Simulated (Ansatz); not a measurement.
**C2H8SSn: up Jacob's ladder to CCSD(T)**

An exercise on one series of results from a longer session: the logs are not shown, and one member is left open.

The runs use Ansatz 0.2.0, Gaussian basis; functionals in def2-TZVPP, the program's frozen cores in correlated methods.

Plan: PBE-D4, r2SCAN-D4, PBE0-D4, B3LYP-D4, ωB97X-V, ωB97M-V, B2PLYP; CCSD(T)/def2-TZVPP; MP2/def2-QZVPP; extrapolation to the limit.

### The relaxed structure

All runs share one geometry, relaxed beforehand with PBE0-D4 in a triple-zeta def2 set. Sn takes the def2 core potential; no spin-orbit term is included.

SMILES `CS[CH2][SnH3]`, 12 atoms, charge 0, spin multiplicity 1.

Atoms are counted from 1 here; the program's logs count them from 0.

Bond lengths: C1–S2 1.798 Å, C1–H5 1.091 Å, C1–H6 1.092 Å, C1–H7 1.092 Å, S2–C3 1.788 Å, C3–Sn4 2.156 Å, C3–H8 1.093 Å, C3–H9 1.093 Å, Sn4–H10 1.705 Å, Sn4–H11 1.705 Å, Sn4–H12 1.709 Å. Angles: S2–C1–H5 107.1°, S2–C1–H6 111.1°, S2–C1–H7 111.0°, H5–C1–H6 108.8°, H5–C1–H7 108.9°, H6–C1–H7 109.8°, C1–S2–C3 100.9°, S2–C3–Sn4 109.9°, S2–C3–H8 111.1°, S2–C3–H9 111.1°, Sn4–C3–H8 107.8°, Sn4–C3–H9 107.9°, H8–C3–H9 108.9°, C3–Sn4–H10 109.7°, C3–Sn4–H11 109.7°, C3–Sn4–H12 107.8°, H10–Sn4–H11 110.2°, H10–Sn4–H12 109.7° and more.

The first run:

in.yaml reads:

```yaml
crystal:
  periodic: [false, false, false]
  atoms:
    - {symbol: C, position_ang: [-0.384731, 2.344901, 0.435153]}
    - {symbol: S, position_ang: [0.649792, 0.888096, 0.635650]}
    - {symbol: C, position_ang: [-0.301117, -0.327416, -0.267288]}
    - {symbol: Sn, position_ang: [0.706721, -2.232637, -0.214616]}
    - {symbol: H, position_ang: [0.107067, 3.162724, 0.963994]}
    - {symbol: H, position_ang: [-1.373137, 2.187107, 0.870814]}
    - {symbol: H, position_ang: [-0.483097, 2.613833, -0.618199]}
    - {symbol: H, position_ang: [-0.416444, -0.038389, -1.315129]}
    - {symbol: H, position_ang: [-1.292349, -0.459669, 0.174107]}
    - {symbol: H, position_ang: [2.241859, -2.089359, -0.941378]}
    - {symbol: H, position_ang: [0.865829, -2.753045, 1.400708]}
    - {symbol: H, position_ang: [-0.243392, -3.351245, -1.089816]}
basis:
  gaussian: {orbitals: def2-TZVPP}
hamiltonian: {xc: pbe, dispersion: d4}
output: {forces: true, orbitals: {seedname: orbitals}}
```

Started as:

```sh
> ansatz run in.yaml --threads 4 --pin off --events-out ev --progress --plain --max-ram 10444MiB
```

Steps of the session up to this table: PBE-D4 (GGA); r2SCAN-D4 (meta-GGA); PBE0-D4 (hybrid); B3LYP-D4 (hybrid); ωB97X-V (range-separated); ωB97M-V (range-separated); B2PLYP (double hybrid); CCSD(T) in def2-TZVPP; MP2 in def2-QZVPP.

One of the session's tables, all rows but one given; the rest of the session is left out.

| method | atomisation energy (kcal/mol) |
| --- | --- |
| PBE-D4 | 918.9 |
| r2SCAN-D4 | 911.2 |
| PBE0-D4 | 910.2 |
| B3LYP-D4 | 908.5 |
| ωB97X-V | 916.9 |
| ωB97M-V | 913.6 |
| B2PLYP | ? |
| HF/def2-TZVPP | 664.0 |
| MP2/def2-TZVPP | 889.9 |
| CCSD/def2-TZVPP | 880.3 |
| CCSD(T)/def2-TZVPP | 892.6 |
| MP2/CBS | 912.2 |
| CCSD(T)/CBS | 914.9 |

**Question.** Estimate the row for B2PLYP.

**Answer.** atomisation energy (kcal/mol): 896.9. In the column «atomisation energy (kcal/mol)» it lies between CCSD(T)/def2-TZVPP (892.6) and B3LYP-D4 (908.5).

Among the levels timed on like hardware and quicker than the yardstick, those that no quicker one beats, quickest first: PBE-D4 (2.5 s, +4.0 kcal/mol); r2SCAN-D4 (4.7 s, -3.7 kcal/mol); ωB97X-V (7.5 s, +2.0 kcal/mol); ωB97M-V (11 s, -1.3 kcal/mol).

B2PLYP carry no dispersion term (for B3LYP, D4 adds 9.9 kcal/mol).

Limits of these values: Free atoms (2 C, 1 S, 1 Sn, 8 H) were run apart at each level; the atomisation energy is their sum less the molecule, without zero-point or spin-orbit terms. All levels share the lack of spin-orbit coupling, which lowers the free heavy atoms and so the true binding.
